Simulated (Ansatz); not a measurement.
# CH3AlFNS: a ladder of functionals and wavefunction methods

An exercise on one series of results from a longer session: the logs are not shown, and one member is left open.

Program: Ansatz 0.2.0, Gaussian basis. Level of theory: functionals in def2-TZVPP, the program's frozen cores in correlated methods. These are calculated values, not measurements.

Levels to be run: LDA (SPW92), PBE-D4, revPBE-D4, BLYP-D4, r2SCAN-D4, B97M-V, PBE0-D4, B3LYP-D4, r2SCANh-D4, r2SCAN0-D4, HSE06-D4, BHLYP-D4, CAM-B3LYP-D4, LC-ωPBE, ωB97X-V, ωB97M-V, B2PLYP, PBE-QIDH; CCSD(T)/def2-SVP; CCSD(T)/def2-TZVPP; MP2/def2-QZVPP; extrapolation to the limit; RPA on PBE.

## The geometry

All runs share one geometry, relaxed beforehand with PBE0-D4 in a triple-zeta def2 set.

8 atoms, charge 0, spin multiplicity 1.

Atoms are counted from 1 here; the program's logs count them from 0.

Bond lengths: N1–C2 1.415 Å, N1–H6 1.012 Å, N1–H7 1.008 Å, C2–F3 1.378 Å, C2–Al4 1.944 Å, C2–S5 1.900 Å, Al4–S5 2.133 Å, Al4–H8 1.573 Å. Angles: C2–N1–H6 112.0°, C2–N1–H7 112.2°, H6–N1–H7 110.3°, N1–C2–F3 107.4°, N1–C2–Al4 133.4°, N1–C2–S5 110.9°, F3–C2–Al4 116.5°, F3–C2–S5 111.1°, Al4–C2–S5 67.4°, C2–Al4–S5 55.3°, C2–Al4–H8 159.8°, S5–Al4–H8 144.8°, C2–S5–Al4 57.3°.

Geometry (Å):

```xyz
8
CH3AlFNS
N     0.0255    0.5385    1.3495
C     0.4663    0.1716    0.0555
F     1.8393    0.2926    0.0378
Al   -0.3336   -0.8567   -1.3872
S    -0.3331    1.2731   -1.2698
H     0.1848   -0.1961    2.0274
H    -0.9434    0.8179    1.3569
H    -0.8138   -2.0980   -2.2257
```

Set-up of the first run:

in.yaml reads:

```yaml
crystal:
  periodic: [false, false, false]
  atoms:
    - {symbol: N, position_ang: [0.025474, 0.538494, 1.349462]}
    - {symbol: C, position_ang: [0.466344, 0.171596, 0.055497]}
    - {symbol: F, position_ang: [1.839252, 0.292621, 0.037777]}
    - {symbol: Al, position_ang: [-0.333554, -0.856678, -1.387218]}
    - {symbol: S, position_ang: [-0.333080, 1.273116, -1.269849]}
    - {symbol: H, position_ang: [0.184828, -0.196143, 2.027376]}
    - {symbol: H, position_ang: [-0.943400, 0.817871, 1.356855]}
    - {symbol: H, position_ang: [-0.813765, -2.097977, -2.225699]}
basis:
  gaussian: {orbitals: def2-TZVPP}
hamiltonian: {xc: lda}
output: {orbitals: {seedname: orbitals}}
```

The run is started by

```console
$ ansatz run in.yaml --threads 2 --pin off --events-out ev --progress --plain --max-ram 4352MiB
```

Among the steps run: LDA; PBE-D4 (GGA); revPBE-D4 (GGA); BLYP-D4 (GGA); r2SCAN-D4 (meta-GGA); B97M-V (meta-GGA); PBE0-D4 (hybrid); B3LYP-D4 (hybrid); r2SCANh-D4 (hybrid); r2SCAN0-D4 (hybrid); HSE06-D4 (hybrid); BHLYP-D4 (hybrid); CAM-B3LYP-D4 (range-separated); LC-ωPBE (range-separated); ωB97X-V (range-separated); ωB97M-V (range-separated); B2PLYP (double hybrid); PBE-QIDH (double hybrid).

One of the session's tables, all rows but one given; the rest of the session is left out.

It belongs to the step «Frontier levels by functional». 

| functional | HOMO (eV) | LUMO (eV) | gap (eV) |
| --- | --- | --- | --- |
| LDA (SPW92) | -5.26 | -2.46 | 2.80 |
| PBE-D4 | ? | ? | ? |
| revPBE-D4 | -5.03 | -2.12 | 2.91 |
| BLYP-D4 | -4.98 | -2.11 | 2.87 |
| r2SCAN-D4 | -5.29 | -1.97 | 3.33 |
| B97M-V | -5.36 | -2.10 | 3.26 |
| PBE0-D4 | -6.25 | -1.53 | 4.73 |
| B3LYP-D4 | -6.07 | -1.72 | 4.35 |
| r2SCANh-D4 | -5.73 | -1.72 | 4.01 |
| r2SCAN0-D4 | -6.39 | -1.37 | 5.03 |
| HSE06-D4 | -5.86 | -1.89 | 3.97 |
| BHLYP-D4 | -7.35 | -0.80 | 6.55 |
| CAM-B3LYP-D4 | -7.56 | -0.62 | 6.94 |
| LC-ωPBE | -8.82 | 0.43 | 9.24 |
| ωB97X-V | -8.49 | 0.33 | 8.82 |
| ωB97M-V | -8.37 | 0.08 | 8.45 |

Estimate the missing values for PBE-D4.

As computed: HOMO (eV): -5.10; LUMO (eV): -2.23; gap (eV): 2.87. In the column «HOMO (eV)» it lies between LDA (SPW92) (-5.26) and revPBE-D4 (-5.03).
